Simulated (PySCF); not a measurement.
# C4H7NSi: the cost of one run

Programs: PySCF 2.14.0, with density-fitted response routines of our own. Each step states its level of theory. These are calculated values for one molecule in the gas phase, unless marked as measured. Atoms count from 0, in the outputs and in this text.

**1. The starting structure**

13 atoms, charge 0, multiplicity 1; geometry from: GFN2-xTB. The atoms were then displaced at random by about 0.01 Å, so the start is not that level's minimum.

Bonds of the start (Å): N0–C1 1.14, C1–C2 1.43, C2–C3 1.58, C3–Si4 1.89, Si4–C5 1.91, C5–C2 1.56, C2–H6 1.07, C3–H7 1.10, C3–H8 1.12, Si4–H9 1.44, Si4–H10 1.47, C5–H11 1.08, C5–H12 1.08.

**2. Relaxing the molecule at PBE0-D3(BJ)/def2-SVP**

Job settings and geometry (Å):

```
{"job": {"xc": "PBE0", "basis": "def2-SVP", "d3": "d3bj", "grid": 1, "shake": 0.01, "kind": "geom"}, "charge": 0, "multiplicity": 1}
N     -2.536850    -0.422930     1.726710
C     -1.826610    -0.302480     0.849440
C     -0.877160    -0.166500    -0.210160
C     -0.061330     1.187510    -0.151420
Si     1.584550     0.271850    -0.272790
C      0.326870    -1.146160    -0.058760
H     -1.357050    -0.295960    -1.159250
H     -0.362190     1.873510    -0.950580
H     -0.264590     1.706230     0.815860
H      2.223920     0.342740    -1.565540
H      2.519990     0.492990     0.840360
H      0.323970    -1.946230    -0.790310
H      0.312300    -1.611440     0.916110
```

On the command line:

```bash
$ OMP_NUM_THREADS=1 python probes_run.py task.json out
```

One launch serves the whole session: the jobs run in the order shown.

**Question.** How long does this first job take on 1 thread of Arm Neoverse N1, shared host, and how much memory does it need?

About 90 s, with a peak of 0.49 GiB.
